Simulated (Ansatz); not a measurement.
# C₂H₉NOSi: one species, many methods

How much do the methods differ for C₂H₉NOSi? The plan is to run it at one geometry with functionals of several rungs and with coupled cluster. The yardstick is the atomisation energy at the CCSD(T) limit.

The runs use Ansatz 0.2.0, Gaussian basis; functionals in def2-TZVPP, the program's frozen cores in correlated methods.

Levels to be run: LDA (SPW92), PBE-D4, revPBE-D4, BLYP-D4, r2SCAN-D4, B97M-V, PBE0-D4, B3LYP-D4, r2SCANh-D4, r2SCAN0-D4, HSE06-D4, BHLYP-D4, CAM-B3LYP-D4, LC-ωPBE, ωB97X-V, ωB97M-V, B2PLYP, PBE-QIDH; CCSD(T)/def2-SVP; CCSD(T)/def2-TZVPP; MP2/def2-QZVPP; extrapolation to the limit; RPA on PBE.

## 1. The geometry

An earlier PBE0-D4 in a triple-zeta def2 set relaxation fixed the geometry.

SMILES `COCN[SiH3]`, 14 atoms, charge 0, spin multiplicity 1.

Atoms are counted from 1 here; the program's logs count them from 0.

Bond lengths: C1–O2 1.401 Å, C1–H6 1.090 Å, C1–H7 1.097 Å, C1–H8 1.100 Å, O2–C3 1.410 Å, C3–N4 1.430 Å, C3–H9 1.099 Å, C3–H10 1.093 Å, N4–Si5 1.727 Å, N4–H11 1.007 Å, Si5–H12 1.486 Å, Si5–H13 1.491 Å, Si5–H14 1.486 Å. Angles: O2–C1–H6 107.4°, O2–C1–H7 112.1°, O2–C1–H8 111.3°, H6–C1–H7 108.5°, H6–C1–H8 108.8°, H7–C1–H8 108.6°, C1–O2–C3 113.4°, O2–C3–N4 115.5°, O2–C3–H9 109.6°, O2–C3–H10 104.4°, N4–C3–H9 108.9°, N4–C3–H10 109.5°, H9–C3–H10 108.8°, C3–N4–Si5 122.4°, C3–N4–H11 114.6°, Si5–N4–H11 118.3°, N4–Si5–H12 107.4°, N4–Si5–H13 115.4° and more.

## 2. LDA

This LDA is Slater exchange with PW92 correlation.

File in.yaml:

```yaml
crystal:
  periodic: [false, false, false]
  atoms:
    - {symbol: C, position_ang: [-0.796521, 1.843291, 0.050161]}
    - {symbol: O, position_ang: [0.291573, 1.234090, 0.689676]}
    - {symbol: C, position_ang: [0.014863, -0.071334, 1.144874]}
    - {symbol: N, position_ang: [-0.219191, -1.043354, 0.121789]}
    - {symbol: Si, position_ang: [1.000016, -1.507819, -1.009805]}
    - {symbol: H, position_ang: [-0.502716, 2.864375, -0.192246]}
    - {symbol: H, position_ang: [-1.068902, 1.328447, -0.879588]}
    - {symbol: H, position_ang: [-1.679281, 1.874635, 0.705737]}
    - {symbol: H, position_ang: [-0.851791, -0.049459, 1.820723]}
    - {symbol: H, position_ang: [0.901216, -0.351700, 1.718854]}
    - {symbol: H, position_ang: [-1.184409, -1.142463, -0.148397]}
    - {symbol: H, position_ang: [2.252088, -1.737700, -0.243841]}
    - {symbol: H, position_ang: [1.290271, -0.512023, -2.080473]}
    - {symbol: H, position_ang: [0.539887, -2.758087, -1.668663]}
basis:
  gaussian: {orbitals: def2-TZVPP}
hamiltonian: {xc: lda}
output: {orbitals: {seedname: orbitals}}
```

Command:

```bash
ansatz run in.yaml --threads 4 --pin off --events-out ev --progress --plain --max-ram 10444MiB
```

Further steps of the session: PBE-D4 (GGA); revPBE-D4 (GGA); BLYP-D4 (GGA); r2SCAN-D4 (meta-GGA); B97M-V (meta-GGA); B3LYP-D4 (hybrid); r2SCANh-D4 (hybrid); r2SCAN0-D4 (hybrid); HSE06-D4 (hybrid); BHLYP-D4 (hybrid); CAM-B3LYP-D4 (range-separated); LC-ωPBE (range-separated); ωB97X-V (range-separated); ωB97M-V (range-separated); B2PLYP (double hybrid); PBE-QIDH (double hybrid); CCSD(T) in def2-SVP; CCSD(T) in def2-TZVPP; MP2 in def2-QZVPP; RPA on PBE orbitals.

**Question.** What will the summary of the whole plan be? Wanted: atomisation energy, CCSD(T)/CBS; farthest beyond LDA; mean size of error, GGA; mean size of error, meta-GGA; mean size of error, hybrid; mean size of error, range-separated; mean size of error, double hybrid; gap, smallest and largest; T1 diagnostic.

The runs gave:

| quantity | value |
| --- | --- |
| atomisation energy, CCSD(T)/CBS | 51.744 eV |
| functionals within 0.259 eV (0.5 %) | BLYP-D4, r2SCAN-D4, B97M-V, PBE0-D4, B3LYP-D4, HSE06-D4, ωB97X-V, ωB97M-V |
| farthest beyond LDA | BHLYP-D4 (-1.336 eV) |
| mean size of error, GGA | 0.402 eV |
| mean size of error, meta-GGA | 0.091 eV |
| mean size of error, hybrid | 0.484 eV |
| mean size of error, range-separated | 0.260 eV |
| mean size of error, double hybrid | 0.572 eV |
| gap, smallest and largest | 5.39 eV (LDA (SPW92)), 12.63 eV (LC-ωPBE) |
| T1 diagnostic | 0.0110 |
| triples share of the correlation energy | 3.6 % |

**Reading.** The LDA atomisation energy is off by 7.323 eV (14 %): it overbinds. PBE-D4 misses by +0.715 eV. Double hybrids carry the basis error of their MP2 part in triple zeta, and no dispersion term here, so their miss is partly the set-up's. Taken by rung, meta-GGA functionals do best (0.091 eV on average) and double hybrid ones worst beyond LDA (0.572 eV). hybrid functionals lie within the reference's doubt of that worst mean (0.484 eV), so those two tie. The reference freezes the cores and leaves out relativity and excitations past (T), so misses under about 0.259 eV can't be ranked. Hartree-Fock recovers 72 % of the binding; the rest is correlation. CCSD(T) in def2-SVP is off by -2.949 eV, so the small basis spoils what the method gains. The gap grows from 5.4 to 12.6 eV across the functionals, mostly with the share of exact exchange.
